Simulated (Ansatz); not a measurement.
# Antimony, fcc: r²SCAN0 after r²SCAN

How do the levels change when part of the exchange is made exact, and what does it cost? Spin polarisation is left out. The geometry was relaxed under r²SCAN beforehand and is kept. Exact exchange is dear, so the k-mesh is coarse, and r²SCAN is run on the same mesh for comparison.

Method: DFT, plane waves (500 eV) with PBE-made PAW files, scalar-relativistic; functionals as named at each step, in Ansatz 0.2.0.

## Step 1: The starting structure

Symmetry: Fm-3m, No. 225, cubic system. The conventional cell has a = 4.773 Å, b = 4.773 Å, c = 4.773 Å, α = 90.00°, β = 90.00°, γ = 90.00°. Around Sb (site symmetry m-3m) lie 12 Sb at 3.37 Å.

Structure file:

```
Sb
1.0
     0.00000    2.38646    2.38646
     2.38646    0.00000    2.38646
     2.38646    2.38646    0.00000
Sb
1
Direct
  0.00000 0.00000 0.00000
```

## Step 2: r²SCAN, coarse mesh

The run with r²SCAN.

Contents of input.yaml:

```yaml
crystal:
  lattice:
    - [0.0, 2.3864604735, 2.3864604735]
    - [2.3864604735, 0.0, 2.3864604735]
    - [2.3864604735, 2.3864604735, 0.0]
  atoms:
    - { symbol: Sb, position: [0.0, 0.0, 0.0] }
hamiltonian:
  xc: r2scan
  pseudopotentials:
    kind: paw
    azcp:
      Sb: "pseudopotentials/Sb.paw.azcp"
basis:
  ecutwfc: 500
  fft_grid_basis: typed
kpoints:
  mp_grid: { grid: [6, 6, 6], shift: [0, 0, 0] }
magnetization:
  spin_polarized: false
scf:
  occupations: { method: fermi_dirac, width: 0.1 }
```

Run with:

```sh
ansatz run input.yaml --threads 4 --pin off --max-ram 8192MiB --backend cpu --events-out ev --progress --plain --runs-dir out
```

## Step 3: r²SCAN0 on the coarse mesh

The run with r²SCAN0.

input.yaml: that of step 2 with these lines changed.

```diff
@@ -8,3 +8,3 @@
 hamiltonian:
-  xc: r2scan
+  xc: r2scan0
   pseudopotentials:
```

(Steps that only read results are left out.)

Before running it: what results should come out? Wanted: r²SCAN: gap; r²SCAN0: gap; r²SCAN0: relative to A7 rhombohedral.

As calculated:

| quantity | value |
| --- | --- |
| r²SCAN: gap | none (levels filled in part) |
| r²SCAN0: gap | none (levels filled in part) |
| r²SCAN0: SCF cycles, exchange loops | 21, 2 |
| r²SCAN0: CPU time over that of r²SCAN | 28 |
| r²SCAN0: relative to A7 rhombohedral | +561 meV/atom |

In words: Both r²SCAN and r²SCAN0 leave levels filled in part. The hybrid took 28 times as much CPU time as r²SCAN on the same settings. r²SCAN0 needed 2 outer loops of the exchange operator. To compare with dense-mesh energies, the change of r²SCAN from this mesh and smearing to its dense run (+36.8 meV/atom, from a run not shown) is added. Under r²SCAN0 it lies 561 meV/atom above A7 rhombohedral (computed apart in the same way); on such meshes a few tens of meV are uncertain for metals. Absolute energies differ from functional to functional, by eV per atom at times, and say nothing by themselves.
